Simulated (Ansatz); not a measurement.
# Cs3GaCl6: the cost of one run

Computed with Ansatz 0.2.0 (DFT PBEsol, scalar-relativistic, plane waves, PAW, unless a step's input says otherwise).

**1. The system as given**

Symmetry: Fm-3m, No. 225, cubic system. The conventional cell has a = 11.328 Å, b = 11.328 Å, c = 11.328 Å, α = 90.00°, β = 90.00°, γ = 90.00°. Around Cs (site symmetry -43m) lie 12 Cl at 4.03 Å. Cs (site symmetry m-3m) is surrounded by 6 Cl at 3.26 Å. Ga (site symmetry m-3m) is surrounded by 6 Cl at 2.40 Å. Cl (site symmetry 4mm) has 1 Ga at 2.40 Å and 1 Cs at 3.26 Å as nearest neighbours.

Coordinates:

```xyz
10
Lattice="0.0000 5.6639 5.6639 5.6639 0.0000 5.6639 5.6639 5.6639 0.0000" Properties=species:S:1:pos:R:3 pbc="T T T"
Cs    8.4958    8.4958    8.4958
Cs    2.8319    2.8319    2.8319
Cs    5.6639    5.6639    5.6639
Ga    0.0000    0.0000    0.0000
Cl    2.4021    5.6639    5.6639
Cl    5.6639    5.6639    2.4021
Cl    8.9257    5.6639    5.6639
Cl    5.6639    2.4021    5.6639
Cl    5.6639    8.9257    5.6639
Cl    5.6639    5.6639    8.9257
```

The structure comes from the Materials Project (structure only).

(A quick probe on a coarse mesh, which set the mesh and smearing, is not shown.)

**3. The relaxation**

The input, input.yaml:

```yaml
crystal:
  lattice:
    - [0.0, 5.663878, 5.663878]
    - [5.663878, 0.0, 5.663878]
    - [5.663878, 5.663878, 0.0]
  atoms:
    - { symbol: Cs, position: [0.75, 0.75, 0.75] }
    - { symbol: Cs, position: [0.25, 0.25, 0.25] }
    - { symbol: Cs, position: [0.5, 0.5, 0.5] }
    - { symbol: Ga, position: [0.0, 0.0, 0.0] }
    - { symbol: Cl, position: [0.787947, 0.212053, 0.212053] }
    - { symbol: Cl, position: [0.212053, 0.212053, 0.787947] }
    - { symbol: Cl, position: [0.212053, 0.787947, 0.787947] }
    - { symbol: Cl, position: [0.212053, 0.787947, 0.212053] }
    - { symbol: Cl, position: [0.787947, 0.212053, 0.787947] }
    - { symbol: Cl, position: [0.787947, 0.787947, 0.212053] }
basis:
  ecutwfc: 420
kpoints:
  mp_grid: { grid: [4, 4, 4] }
hamiltonian:
  xc: pbesol
scf:
  occupations: { method: gaussian, width: 0.02 }
output:
  forces: true
  stress: true
  eigenvalues: true
relax:
  adjacent_minimum: "off"
  f_tol: 0.005
  max_steps: 80
  cell: { stress_tol: 0.05 }
```

Launch:

```bash
ansatz run input.yaml --threads 2 --pin off --max-ram 5120MiB --backend cpu --events-out ev --progress --plain --runs-dir out
```

What time and memory should one allow on 2 threads of Intel Xeon 6975P-C (Granite Rapids), shared host?

About 23 s, with a peak of 0.77 GiB.
